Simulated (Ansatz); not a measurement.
Crystal: HfB.

```xyz
2
Lattice="0.0000 2.3100 2.3100 2.3100 0.0000 2.3100 2.3100 2.3100 0.0000" Properties=species:S:1:pos:R:3 pbc="T T T"
Hf    2.3100    2.3100    2.3100
B     0.0000    0.0000    0.0000
```

* Program: Ansatz 0.2.0
* Task: relaxation of cell and atoms
* Functional: PBEsol
* Potentials or basis: Ansatz PAW
* Cutoff: 420 eV (not typed: the program's choice for these potentials)
* k mesh: 10 × 10 × 10
* Occupations: fermi-dirac, width 0.05 eV
* Spin: no spin polarisation

At the start: volume 12.33 Å³/atom.

**Question.** Where does the relaxation end?

**Answer.** It ends after 7 steps and the volume is 13.72 Å³/atom (+11.3 %); space group Fm-3m (No. 225, to 0.05 Å).

The path:
```csv
step,energy change (eV),largest force (eV/Å),volume (Å³)
1,0.0000,0.0000,24.65
2,-0.1619,0.0000,28.44
3,-0.1818,0.0000,27.56
4,-0.1823,0.0000,27.42
5,-0.1849,0.0000,27.42
6,-0.1849,0.0000,27.43
7,-0.1849,0.0000,27.43
```

Final structure:
```
Hf B
1.0
     0.00000    2.39377    2.39377
     2.39377    0.00000    2.39377
     2.39377    2.39377    0.00000
Hf B
1 1
Cartesian
  2.3938 2.3938 2.3938
  0.0000 0.0000 0.0000
```

Caveat: the plane-wave basis is chosen anew once the cell has moved, so the energies of steps on either side of that aren't comparable; the volume moved by +11 % from the deposited cell, more than functionals usually miss; the PAW data sets come from PBE, with cores solved anew for the run's functional, which leaves a small shift of forces and pressure.
